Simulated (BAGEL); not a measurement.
# triplet BBrCl2: levels of theory compared

Wanted: a comparison of 4 runs (ROHF/6-31G*, UHF/6-31G*, ROHF/aug-cc-pVDZ, UHF/aug-cc-pVDZ) of triplet BBrCl2. 

The results are computed with BAGEL 1.2.2.

2 further runs of the same task are left out: 2 set aside as unsound or not needed.

### Step 1. The system as given

The species is BBrCl2 (4 atoms), meant as a triplet with charge 0. As SMILES of the parent species, `ClB(Cl)Br`. Geometry: relaxed at GFN2-xTB. That shape belongs to the parent species and isn't relaxed for this state.

Bond lengths: B1–Cl2 1.722 Å, B1–Cl3 1.723 Å, B1–Br4 1.882 Å. Angles: Cl2–B1–Cl3 120.2°, Cl2–B1–Br4 119.7°, Cl3–B1–Br4 120.1°.

### Step 2. A single-point energy at ROHF/6-31G(d) (density fitting with qzvpp-jkfit, spherical functions) (run 1)

The input, hf.json:

```json
{ "bagel": [

{
  "title": "molecule",
  "basis": "6-31gs.json",
  "df_basis": "qzvpp-jkfit",
  "angstrom": true,
  "geometry": [
    { "atom": "B", "xyz": [    0.019750,    0.036240,    0.011240 ] },
    { "atom": "Cl", "xyz": [    1.741900,    0.003890,    0.020350 ] },
    { "atom": "Cl", "xyz": [   -0.819510,    1.540610,   -0.008590 ] },
    { "atom": "Br", "xyz": [   -0.942150,   -1.580750,   -0.022990 ] }
  ]
},
{
  "title": "rohf",
  "nopen": 2
},
{
  "title": "print",
  "file": "orbitals.molden",
  "orbitals": true
}

]}
```

The basis set 6-31G* is read from a file made from the Basis Set Exchange's data (not shown).

Run with:

```console
$ BAGEL_NUM_THREADS=1 BAGEL hf.json > hf.out
```

Output:

```text
* using 1 threads per process

  ===============================================================
  ===============================================================

  *** Geometry ***

  { "atom" : "B", "xyz" : [      0.037322,      0.068484,      0.021241 ] },
  { "atom" : "Cl", "xyz" : [      3.291714,      0.007351,      0.038456 ] },
  { "atom" : "Cl", "xyz" : [     -1.548649,      2.911331,     -0.016233 ] },
  { "atom" : "Br", "xyz" : [     -1.780405,     -2.987185,     -0.043445 ] },

  Number of auxiliary basis functions:      597

  Since a DF basis is specified, we compute 2- and 3-index integrals:
    o Being stored without compression. Storage requirement is 0.032 GB

  Number of basis functions:       82
  Number of electrons      :       74

    * METHOD: MOLECULE                             0.96

  *** Open-shell HF ***

  === Nuclear Repulsion ===
   354.4320859521

      * DIIS with orbital gradients will be used.

  === ROHF iteration (6-31gs.json) ===
      0      -3515.59779720          0.01045968           0.67
      1      -3515.63212619          0.00372879           0.61
      2      -3515.64015906          0.00238618           0.60
[... 20 lines of this table left out ...]
     23      -3515.65120881          0.00000001           0.56
    * SCF iteration converged.

    * S^2 (ROHF) is 2.0000

    * Permanent dipole moment:
           (    1.066819,     1.789770,     0.040649) a.u.

    * METHOD: ROHF                                13.38

    * METHOD: PRINT                                0.02

  ===============================================================
```

Wall time 15 s (1 thread of Intel Xeon at 2.50GHz (Skylake/Cascade Lake), shared host).

### Step 3. A single-point energy at UHF/6-31G(d) (density fitting with qzvpp-jkfit, spherical functions) (run 2)

The input, input.json:

```json
{ "bagel": [

{
  "title": "molecule",
  "basis": "6-31gs.json",
  "df_basis": "qzvpp-jkfit",
  "angstrom": true,
  "geometry": [
    { "atom": "B", "xyz": [       0.019750,       0.036240,       0.011240 ] },
    { "atom": "Cl", "xyz": [       1.741900,       0.003890,       0.020350 ] },
    { "atom": "Cl", "xyz": [      -0.819510,       1.540610,      -0.008590 ] },
    { "atom": "Br", "xyz": [      -0.942150,      -1.580750,      -0.022990 ] }
  ]
},

{ "title": "uhf", "nopen": 2 },

{ "title": "print", "file": "orbitals.molden", "orbitals": true }

]}
```

The basis set 6-31G* is read from a file made from the Basis Set Exchange's data (not shown).

Run with:

```console
$ BAGEL_NUM_THREADS=1 BAGEL input.json > input.out
```

Output:

```text
* using 1 threads per process

  ===============================================================
  ===============================================================

  *** Geometry ***

  { "atom" : "B", "xyz" : [      0.037322,      0.068484,      0.021241 ] },
  { "atom" : "Cl", "xyz" : [      3.291714,      0.007351,      0.038456 ] },
  { "atom" : "Cl", "xyz" : [     -1.548649,      2.911331,     -0.016233 ] },
  { "atom" : "Br", "xyz" : [     -1.780405,     -2.987185,     -0.043445 ] },

  Number of auxiliary basis functions:      597

  Since a DF basis is specified, we compute 2- and 3-index integrals:
    o Being stored without compression. Storage requirement is 0.032 GB

  Number of basis functions:       82
  Number of electrons      :       74

    * METHOD: MOLECULE                             1.11

  *** Open-shell HF ***

  === Nuclear Repulsion ===
   354.4320859521

      * DIIS with orbital gradients will be used.

  === UHF iteration (6-31gs.json) ===
      0      -3515.59779720          0.01045968           0.54
      1      -3515.63954911          0.00366945           0.47
      2      -3515.64833523          0.00220105           0.49
[... 24 lines of this table left out ...]
     27      -3515.65853021          0.00000001           0.47
    * SCF iteration converged.

    * S^2 (UHF) is 2.0191

    * Permanent dipole moment:
           (    1.064504,     1.786146,     0.038492) a.u.

    * METHOD: UHF                                 12.83

    * METHOD: PRINT                                0.02

  ===============================================================
```

Wall time 15 s (1 thread of Intel Xeon at 2.50GHz (Skylake/Cascade Lake), shared host).

Run 3 isn't shown in full; the table further down has it.

### Step 4. A single-point energy at UHF/aug-cc-pVDZ (density fitting with qzvpp-jkfit) (run 4)

The input, input.json:

```json
{ "bagel" : [

{
  "title" : "molecule",
  "basis" : "aug-cc-pvdz.json",
  "df_basis" : "qzvpp-jkfit",
  "angstrom" : true,
  "geometry" : [
    { "atom" : "B", "xyz" : [       0.019750,       0.036240,       0.011240 ] },
    { "atom" : "Cl", "xyz" : [       1.741900,       0.003890,       0.020350 ] },
    { "atom" : "Cl", "xyz" : [      -0.819510,       1.540610,      -0.008590 ] },
    { "atom" : "Br", "xyz" : [      -0.942150,      -1.580750,      -0.022990 ] }
  ]
},

{
  "title" : "uhf",
  "nopen" : 2
},

{
  "title" : "print",
  "file" : "orbitals.molden",
  "orbitals" : true
}

]}
```

The basis set aug-cc-pVDZ is read from a file made from the Basis Set Exchange's data (not shown).

Run with:

```console
$ BAGEL_NUM_THREADS=1 BAGEL input.json > input.out
```

Output:

```text
* using 1 threads per process

  ===============================================================
  ===============================================================

  *** Geometry ***

  { "atom" : "B", "xyz" : [      0.037322,      0.068484,      0.021241 ] },
  { "atom" : "Cl", "xyz" : [      3.291714,      0.007351,      0.038456 ] },
  { "atom" : "Cl", "xyz" : [     -1.548649,      2.911331,     -0.016233 ] },
  { "atom" : "Br", "xyz" : [     -1.780405,     -2.987185,     -0.043445 ] },

  Number of auxiliary basis functions:      597

  Since a DF basis is specified, we compute 2- and 3-index integrals:
    o Being stored without compression. Storage requirement is 0.061 GB

  Number of basis functions:      113
  Number of electrons      :       74

    * METHOD: MOLECULE                             1.03

  *** Open-shell HF ***

  === Nuclear Repulsion ===
   354.4320859521

      * DIIS with orbital gradients will be used.

  === UHF iteration (aug-cc-pvdz.json) ===
      0      -3515.76162913          0.02924047           0.57
      1      -3515.92981967          0.01823637           0.62
      2      -3515.97770763          0.01017902           0.65
[... 25 lines of this table left out ...]
     28      -3516.00128439          0.00000001           0.73
    * SCF iteration converged.

    * S^2 (UHF) is 2.0210

    * Permanent dipole moment:
           (    0.957964,     1.607434,     0.031191) a.u.

    * METHOD: UHF                                 21.71

    * METHOD: PRINT                                0.03

  ===============================================================
```

Run time: 23 s. Hardware: 1 thread of Intel Xeon at 2.50GHz (Skylake/Cascade Lake), shared host.

### Step 5. All runs side by side

| run | level | energy (Eh) | dipole moment (D) | ⟨S²⟩ | wall time |
| --- | --- | --- | --- | --- | --- |
| 1 | ROHF/6-31G* (density fitting with qzvpp-jkfit, spherical functions) | -3515.651209 | 5.30 | 2.000 | 15 s |
| 2 | UHF/6-31G* (density fitting with qzvpp-jkfit, spherical functions) | -3515.658530 | 5.29 | 2.019 | 15 s |
| 3 | ROHF/aug-cc-pVDZ (density fitting with qzvpp-jkfit) | -3515.993818 | 4.75 | 2.000 | 24 s |
| 4 | UHF/aug-cc-pVDZ (density fitting with qzvpp-jkfit) | -3516.001284 | 4.76 | 2.021 | 23 s |

### Step 6. Results

| quantity | value |
| --- | --- |
| run 4: total energy | -3516.00128 Eh |
| run 4: dipole moment | 4.76 D |
| run 4: ⟨S²⟩ | 2.021 |

The dipole moment (its size) runs from 4.75 D (ROHF/aug-cc-pVDZ) to 5.30 D (ROHF/6-31G*). All runs together took 77 s, the longest 24 s.
